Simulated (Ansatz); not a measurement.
# C2H7FGeOSi: comparison of dispersion corrections from a Python script

Aim: a comparison of dispersion corrections, for C2H7FGeOSi, run from a script.

All numbers are computed with Ansatz 0.2.0, driven from Python. The levels of theory stand in the script.

## Step 1: Starting point

Bond lengths: C1–C2 1.332 Å, C2–F3 1.358 Å, C2–Ge4 1.923 Å, Ge4–O5 1.792 Å, O5–Si6 1.719 Å, C1–H7 1.085 Å, C1–H8 1.085 Å, Ge4–H9 1.551 Å, Ge4–H10 1.551 Å, Si6–H11 1.472 Å, Si6–H12 1.472 Å, Si6–H13 1.470 Å. Angles (14 of 19 angles, heavy atoms first): C1–C2–F3 120.0°, C1–C2–Ge4 120.5°, F3–C2–Ge4 119.5°, C2–Ge4–O5 109.3°, Ge4–O5–Si6 105.4°, C2–C1–H7 120.8°, C2–C1–H8 120.2°, C2–Ge4–H9 108.9°, C2–Ge4–H10 108.9°, O5–Ge4–H9 110.1°, O5–Ge4–H10 110.1°, O5–Si6–H11 110.2°, O5–Si6–H12 110.2°, O5–Si6–H13 109.1°.

The script holds or builds the structure itself.

## Step 2: Script

Input file c2h7fgeosi.py:

```python
# -*- coding: utf-8 -*-
from dataclasses import dataclass
import warnings

import ansatz


@dataclass(frozen=True)
class Settings:
    basis: str = "def2-SVP"


opts = Settings()

warnings.simplefilter("ignore", ansatz.DeckWarning)

geometry_ang = [
    ("C", (2.8371, 0.6558, -0.0918)),
    ("C", (1.8417, -0.1675, -0.4186)),
    ("F", (2.097, -1.2889, -1.1414)),
    ("Ge", (0.0377, 0.2172, 0.125)),
    ("O", (-1.048, -1.0771, -0.4714)),
    ("Si", (-2.6201, -0.6366, 0.066)),
    ("H", (2.6471, 1.5552, 0.4854)),
    ("H", (3.8531, 0.4334, -0.4014)),
    ("H", (-0.3854, 1.584, -0.4734)),
    ("H", (-0.0156, 0.2846, 1.6735)),
    ("H", (-2.6545, -0.5717, 1.5358)),
    ("H", (-3.0061, 0.6637, -0.5051)),
    ("H", (-3.584, -1.6521, -0.3827)),
]
geometry = ansatz.Crystal.molecule()
for symbol, xyz in geometry_ang:
    geometry = geometry.atom(symbol, xyz)

calc = geometry.calculation().basis(gaussian=opts.basis)
for name in ["pbe0", "r2scan"]:
    for correction in ("d3bj", "d4"):
        data = calc.functional(name, dispersion=correction).run().report
        print(f"{name:8s} {correction:5s} total {data['free_energy_ev']:.5f} eV, of which dispersion {1000 * data['dispersion']['energy']['ev']:.2f} meV")
```

## Step 3: What the engine is handed

The package turns the script's settings into the engine's input (first run):

```yaml
crystal:
  periodic: [false, false, false]
  atoms:
    - { symbol: C, position_ang: [2.8371, 0.6558, -0.0918] }
    - { symbol: C, position_ang: [1.8417, -0.1675, -0.4186] }
    - { symbol: F, position_ang: [2.097, -1.2889, -1.1414] }
    - { symbol: Ge, position_ang: [0.0377, 0.2172, 0.125] }
    - { symbol: O, position_ang: [-1.048, -1.0771, -0.4714] }
    - { symbol: Si, position_ang: [-2.6201, -0.6366, 0.066] }
    - { symbol: H, position_ang: [2.6471, 1.5552, 0.4854] }
    - { symbol: H, position_ang: [3.8531, 0.4334, -0.4014] }
    - { symbol: H, position_ang: [-0.3854, 1.584, -0.4734] }
    - { symbol: H, position_ang: [-0.0156, 0.2846, 1.6735] }
    - { symbol: H, position_ang: [-2.6545, -0.5717, 1.5358] }
    - { symbol: H, position_ang: [-3.0061, 0.6637, -0.5051] }
    - { symbol: H, position_ang: [-3.584, -1.6521, -0.3827] }
basis:
  gaussian:
    orbitals: def2-SVP
hamiltonian:
  xc: pbe0
  dispersion: d3bj
```

## Step 4: The run

On the command line:

```sh
$ python c2h7fgeosi.py
```

Standard output:

```text
pbe0     d3bj  total -71315.19176 eV, of which dispersion -262.57 meV
pbe0     d4    total -71315.18614 eV, of which dispersion -256.95 meV
r2scan   d3bj  total -71328.57603 eV, of which dispersion -84.77 meV
r2scan   d4    total -71328.56678 eV, of which dispersion -75.53 meV
```

Run time: 30 s. Hardware: 1 thread of AMD EPYC 7B13 (Zen 3), shared host; peak memory 0.42 GiB.

## Step 5: Inputs of later runs

The engine's inputs for the other runs:

Run 2, against run 1:

```diff
@@ -22 +22 @@
-  dispersion: d3bj
+  dispersion: d4
```

Run 3, against run 1:

```diff
@@ -21 +21 @@
-  xc: pbe0
+  xc: r2scan
```

Run 4, against run 1:

```diff
@@ -21,2 +21,2 @@
-  xc: pbe0
-  dispersion: d3bj
+  xc: r2scan
+  dispersion: d4
```

## Step 6: Run by run

One row for each of the 4 runs:

```
run  functional  dispersion  energy (eV)  SCF cycles  CPU time (s)
  1        pbe0        d3bj  -71315.1918          18           6.5
  2        pbe0          d4  -71315.1861          18           6.3
  3      r2scan        d3bj  -71328.5760          19           8.7
  4      r2scan          d4  -71328.5668          19           8.4
```

Totals hang on method, basis and potentials, so only like runs compare.

## Step 7: Summary of results

```
         quantity                  value
dispersion energy  -262.57 to -75.53 meV
    runs compared                      4
```

In words: The dispersion term depends on the functional it is damped for, so it isn't a property of the molecule alone. All 4 runs converged, in 18 to 19 cycles. Notes:
- The geometry is a force-field or estimated start, not a minimum of this method, and the basis set is short of its limit. D4 holds the three-body term, and d3bj doesn't.
- A dispersion term here runs with damping parameters fitted for another variant or functional.
- The script silences the warnings on its input, which a real study should read.
